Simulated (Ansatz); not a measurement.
# LiMnCl3: what a guessed cell relaxes into

Where does this trial cell of LiMnCl3 go when cell and atoms are let free?

Computed with Ansatz 0.2.0 (DFT PBE, scalar-relativistic, plane waves, PAW, unless a step's input says otherwise).

## 1. The starting structure

The structure is cubic, space group Pm-3m (No. 221). Conventional cell: a = 4.604 Å, b = 4.604 Å, c = 4.604 Å, α = 90.00°, β = 90.00°, γ = 90.00°. Li (site symmetry m-3m) has 12 Cl at 3.26 Å as nearest neighbours. Around Mn (site symmetry m-3m) lie 6 Cl at 2.30 Å. Cl (site symmetry 4/mmm) is surrounded by 2 Mn at 2.30 Å and 4 Li at 3.26 Å.

As a file:

```xyz
5
Lattice="4.6038 0.0000 0.0000 0.0000 4.6038 0.0000 0.0000 0.0000 4.6038" Properties=species:S:1:pos:R:3 pbc="T T T"
Li    2.3019    2.3019    2.3019
Mn    0.0000    0.0000    0.0000
Cl    2.3019    0.0000    0.0000
Cl    0.0000    2.3019    0.0000
Cl    0.0000    0.0000    2.3019
```

A structure generator made this guess: perovskite family, tilts a0a0a0 (Pm-3m, No. 221). Its size is a rough estimate.

## 2. A first look at the guess

input.yaml reads:

```yaml
crystal:
  lattice:
    - [4.6038032, 0.0, 0.0]
    - [0.0, 4.6038032, 0.0]
    - [0.0, 0.0, 4.6038032]
  atoms:
    - { symbol: Li, position: [0.5, 0.5, 0.5] }
    - { symbol: Mn, position: [0.0, 0.0, 0.0], spin: 4.0 }
    - { symbol: Cl, position: [0.5, 0.0, 0.0] }
    - { symbol: Cl, position: [0.0, 0.5, 0.0] }
    - { symbol: Cl, position: [0.0, 0.0, 0.5] }
basis:
  ecutwfc: 420
kpoints:
  mp_grid: { grid: [4, 4, 4] }
hamiltonian:
  xc: pbe
scf:
  occupations: { method: gaussian, width: 0.1 }
  lower_state_search: "off"
output:
  forces: true
  stress: true
  eigenvalues: true
  populations: true
magnetization:
  spin_polarized: true
```

On the command line:

```bash
ansatz run input.yaml --threads 1 --pin off --max-ram 2048MiB --backend cpu --events-out ev --progress --plain --runs-dir out
```

The session goes on with these runs: a loose first relaxation; relaxation on the finer mesh.

**Question.** What will these runs give? Wanted: conventional cell; volume; energy over the elements; gap on the mesh; total moment.

As calculated:

```
                                                              quantity                                                                      value
                                symmetry at the end (tolerance 0.02 Å)                                                space group Pm-3m (No. 221)
                                                     conventional cell  a = 4.991 Å, b = 4.991 Å, c = 4.991 Å, α = 90.00°, β = 90.00°, γ = 90.00°
                                                                volume                                                              24.87 Å³/atom
energy over the elements (uncorrected; H, N, O, F and Cl as molecules)                                                              -1.14 eV/atom
                                                       gap on the mesh                                                                    0.91 eV
                                                          total moment                                                               5.00 μB/cell
```

The space group Pm-3m (No. 221) is kept, and the volume per atom grows by 27.4 % from the first guess. It lies below the elements, which doesn't yet make it stable: competing phases were not computed in this session. No finished test with a distortion of lower symmetry is shown, so the end may be a saddle point. With one magnetic atom in the cell only ferromagnetic order fits, and no U was applied, so an antiferromagnetic state was not tested. Without a U such compounds often come out metallic though many are antiferromagnetic insulators. Other magnetic orders were not searched.
